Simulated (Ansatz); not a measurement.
# CH4OSSi: a ladder of functionals and wavefunction methods

One table from this session's results is given with a row withheld; the runs are named, their logs left out.

Method: functionals in def2-TZVPP, the program's frozen cores in correlated methods; program: Ansatz 0.2.0, Gaussian basis.

Levels to be run: LDA (SPW92), PBE-D4, revPBE-D4, BLYP-D4, r2SCAN-D4, B97M-V, PBE0-D4, B3LYP-D4, r2SCANh-D4, r2SCAN0-D4, HSE06-D4, BHLYP-D4, CAM-B3LYP-D4, LC-ωPBE, ωB97X-V, ωB97M-V, B2PLYP, PBE-QIDH; CCSD(T)/def2-SVP; CCSD(T)/def2-TZVPP; MP2/def2-QZVPP; extrapolation to the limit; RPA on PBE.

### Structure used throughout

The geometry comes from an earlier relaxation with PBE0-D4 in a triple-zeta def2 set; it is a stationary point, not always the lowest conformer.

8 atoms, charge 0, spin multiplicity 1.

Atoms are counted from 1 here; the program's logs count them from 0.

Bond lengths: O1–C2 1.380 Å, O1–H5 0.963 Å, C2–Si3 1.849 Å, C2–S4 1.893 Å, C2–H6 1.089 Å, Si3–S4 2.088 Å, Si3–H7 1.478 Å, Si3–H8 1.480 Å. Angles: C2–O1–H5 109.1°, O1–C2–Si3 118.6°, O1–C2–S4 117.1°, O1–C2–H6 114.8°, Si3–C2–S4 67.8°, Si3–C2–H6 120.1°, S4–C2–H6 109.2°, C2–Si3–S4 57.1°, C2–Si3–H7 117.8°, C2–Si3–H8 120.1°, S4–Si3–H7 118.9°, S4–Si3–H8 118.7°, H7–Si3–H8 113.3°, C2–S4–Si3 55.1°.

Set-up of the first run:

The input, in.yaml:

```yaml
crystal:
  periodic: [false, false, false]
  atoms:
    - {symbol: O, position_ang: [0.141277, 1.542923, -0.612543]}
    - {symbol: C, position_ang: [-0.385984, 0.492382, 0.110254]}
    - {symbol: Si, position_ang: [0.614149, -1.052949, 0.280936]}
    - {symbol: S, position_ang: [-1.123235, -0.947188, -0.872641]}
    - {symbol: H, position_ang: [-0.578060, 2.051703, -1.000510]}
    - {symbol: H, position_ang: [-1.082024, 0.782949, 0.896279]}
    - {symbol: H, position_ang: [1.923433, -1.104344, -0.402519]}
    - {symbol: H, position_ang: [0.582443, -1.822676, 1.545045]}
basis:
  gaussian: {orbitals: def2-TZVPP}
hamiltonian: {xc: lda}
output: {orbitals: {seedname: orbitals}}
```

Launch:

```sh
$ ansatz run in.yaml --threads 2 --pin off --events-out ev --progress --plain --max-ram 4352MiB
```

Steps of the session up to this table: LDA; PBE-D4 (GGA); revPBE-D4 (GGA); BLYP-D4 (GGA); r2SCAN-D4 (meta-GGA); B97M-V (meta-GGA); B3LYP-D4 (hybrid); r2SCANh-D4 (hybrid); r2SCAN0-D4 (hybrid); HSE06-D4 (hybrid); BHLYP-D4 (hybrid); CAM-B3LYP-D4 (range-separated); LC-ωPBE (range-separated); ωB97X-V (range-separated); ωB97M-V (range-separated); B2PLYP (double hybrid); PBE-QIDH (double hybrid).

One of the session's tables, all rows but one given; the rest of the session is left out.

It belongs to the step «Orbital energies across the functionals». 

```
  functional  HOMO (eV)  gap (eV)
 LDA (SPW92)      -6.05      4.57
      PBE-D4      -5.93      4.66
   revPBE-D4      -5.89      4.70
     BLYP-D4          ?         ?
   r2SCAN-D4      -6.19      5.20
      B97M-V      -6.29      5.22
     PBE0-D4      -7.14      6.70
    B3LYP-D4      -6.88      6.23
  r2SCANh-D4      -6.63      5.94
  r2SCAN0-D4      -7.30      7.04
    HSE06-D4      -6.74      5.93
    BHLYP-D4      -8.18      8.61
CAM-B3LYP-D4      -8.43      8.99
     LC-ωPBE      -9.84     11.52
     ωB97X-V      -9.47     11.05
     ωB97M-V      -9.30     10.62
```

Q: Estimate the row for BLYP-D4 from the others.

Worked estimate for «HOMO (eV)». Against the share of exact exchange, B3LYP-D4 (0.2, -6.88), BHLYP-D4 (0.5, -8.18) give a slope of -4.33 per unit share; at 0 the line stands at -6.01.

The run gave: HOMO (eV): -5.76; gap (eV): 4.61. In «HOMO (eV)» the line misses by -0.25.
